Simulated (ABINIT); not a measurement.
# ScNb (P-6m2) in ABINIT: reference runs, part 2 of 2

ABINIT 10.8.3 (patched build). The steps go on from the part before.

## Step 5: Equation of state, PBE

Contents of run.abi:

```
# Datasets: one volume each
ndtset 7
getwfk -1
scalecart1 3*0.9795861087
scalecart2 3*0.9864848297
scalecart3 3*0.9932883884
scalecart4 3*1.0000000000
scalecart5 3*1.0066227096
scalecart6 3*1.0131594038
scalecart7 3*1.0196128224

# Pseudopotentials
pp_dirpath "./"
pseudos "Nb.GGA_PBE-JTH.xml, Sc.GGA_PBE-JTH.xml"

# Structure
acell 3*1.0 Angstrom
rprim
     3.0656443612     0.0000000000     0.0000000000
    -1.5328221806     2.6549258957     0.0000000000
     0.0000000000     0.0000000000     5.0721940000
ntypat 2
znucl 41 21
natom 2
typat 1 2
xred
     0.3333333333     0.6666666667     0.5000000000
     0.0000000000     0.0000000000     0.0000000000

# Plane-wave basis
ecut 16.0
pawecutdg 32.0
pawxcdev 0

# k points
kptopt 1
ngkpt 10 10 5
nshiftk 1
shiftk 0.0 0.0 0.0

# Exchange and correlation
ixc 11

# Bands and occupations
nband 16
occopt 3
tsmear 0.00183747

# SCF cycle
nstep 100
tolvrs 1.0e-9

# Output
iomode 3
prtwf 1
prtden 0
prteig 0
prtebands 0
enunit 2
```

Potentials or basis: JTH PAW PBE v2.0.

Command:

```console
$ abinit run.abi > log 2>&1
```

run.abo:

```text
.Version 10.8.3 of ABINIT
 DATASET    1 : space group P-6 m 2 (#187); Bravais hP (primitive hexag.)
================================================================================
 Values of the parameters that define the memory need for DATASET  1.
     intxc =       0    ionmov =       0      iscf =      17    lmnmax =      18
     lnmax =       6     mgfft =      36  mpssoang =       3    mqgrid =    3001
     natom =       2  nloc_mem =       2    nspden =       1   nspinor =       1
    nsppol =       1      nsym =      12    n1xccc =       1    ntypat =       2
    occopt =       3   xclevel =       2
       mpw =         810          nfft =       20736          nkpt =          42
 PAW method is used; the additional fine FFT grid is defined by:
   mgfftf=        48    nfftf =     43200
================================================================================
================================================================================
[... 71 lines left out ...]
 DATASET    7 : space group P-6 m 2 (#187); Bravais hP (primitive hexag.)
================================================================================
 Values of the parameters that define the memory need for DATASET  7.
     intxc =       0    ionmov =       0      iscf =      17    lmnmax =      18
     lnmax =       6     mgfft =      36  mpssoang =       3    mqgrid =    3001
     natom =       2  nloc_mem =       2    nspden =       1   nspinor =       1
    nsppol =       1      nsym =      12    n1xccc =       1    ntypat =       2
    occopt =       3   xclevel =       2
       mpw =         917          nfft =       20736          nkpt =          42
 PAW method is used; the additional fine FFT grid is defined by:
   mgfftf=        50    nfftf =     51200
[... 1488 lines left out ...]
           etotal3    -1.0454025507E+02
           etotal4    -1.0454041307E+02
           etotal5    -1.0454018988E+02
           etotal6    -1.0453961419E+02
           etotal7    -1.0453871394E+02
            fcart1    -9.4895555872E-29 -5.4787974729E-29 -0.0000000000E+00
                       9.4895555872E-29  5.4787974729E-29 -0.0000000000E+00
            fcart2    -0.0000000000E+00 -0.0000000000E+00 -0.0000000000E+00
                      -0.0000000000E+00 -0.0000000000E+00 -0.0000000000E+00
            fcart3     9.3586484444E-29  5.4032181988E-29 -0.0000000000E+00
                      -9.3586484444E-29 -5.4032181988E-29 -0.0000000000E+00
            fcart4    -0.0000000000E+00 -0.0000000000E+00 -0.0000000000E+00
                      -0.0000000000E+00 -0.0000000000E+00 -0.0000000000E+00
            fcart5     1.3852017358E-28  7.9974659507E-29 -0.0000000000E+00
                      -1.3852017358E-28 -7.9974659507E-29 -0.0000000000E+00
[... 38 lines left out ...]
                       0.0000000000E+00  0.0000000000E+00  0.0000000000E+00
           xangst1    -1.5015318732E-10  1.7338190181E+00  2.4843253915E+00
                      -1.5015314395E-10  8.6690573090E-11  0.0000000000E+00
           xangst2    -1.5121062129E-10  1.7460294135E+00  2.5018212171E+00
                      -1.5121059529E-10  8.7301090196E-11  0.0000000000E+00
           xangst3    -1.5225342459E-10  1.7580713763E+00  2.5190757020E+00
                      -1.5225345994E-10  8.7903576082E-11  0.0000000000E+00
           xangst4    -1.5328242532E-10  1.7699505972E+00  2.5360970000E+00
                      -1.5328223074E-10  8.8497537179E-11  5.6312665642E-16
           xangst5    -1.5429755059E-10  1.7816724660E+00  2.5528928339E+00
                      -1.5429737444E-10  8.9083630668E-11  0.0000000000E+00
           xangst6    -1.5529928783E-10  1.7932420918E+00  2.5694705245E+00
                      -1.5529933351E-10  8.9662112006E-11  0.0000000000E+00
           xangst7    -1.5628849575E-10  1.8046643239E+00  2.5858370201E+00
                      -1.5628852791E-10  9.0233223659E-11  5.7417115952E-16
             xred      3.3333333330E-01  6.6666666670E-01  5.0000000000E-01
                      -3.3333410106E-11  3.3333188062E-11  0.0000000000E+00
 Calculation completed.
```

It took 2.1 min on 1 thread of Arm Neoverse V2, shared host; peak memory 0.14 GiB.

Results:

| Item | Value |
| --- | --- |
| Equilibrium volume | 20.60 Å³/atom |
| Bulk modulus at fixed shape and positions | 102 GPa |
| Pressure derivative of the bulk modulus | 3.4 |

Energy against volume, from the lowest point:
```
volume (Å³/atom)  energy (meV/atom)
          19.403              24.15
          19.816              10.02
          20.229               2.15
          20.641               0.00
          21.054               3.04
          21.467              10.87
          21.880              23.12
```

Caveat: pressures at fixed basis lie under the slope of the energies; the cell was scaled at fixed shape and fractional positions, which overstates the stiffness of a crystal with free parameters, most of all of layers and chains.

## Step 6: Overview

| task | cell | gap on the mesh (eV) | pressure (GPa) |
| --- | --- | --- | --- |
| single point | as given | none | -0.5 |
| single point | atoms moved at random, drawn with an rms of 0.05 Å | none | -0.5 |
| equation of state | as given | - | - |

Alike in all rows: level PBE; potentials or basis JTH PAW PBE v2.0; no spin polarisation; k mesh 10 × 10 × 5; cutoff (eV) 435; smearing fermi-dirac 0.05 eV.

Caveats: pressures at fixed basis lie under the slope of the energies (some runs); the cell was scaled at fixed shape and fractional positions, which overstates the stiffness of a crystal with free parameters, most of all of layers and chains (some runs).

Absolute energies hang on the potentials; compare differences alone.
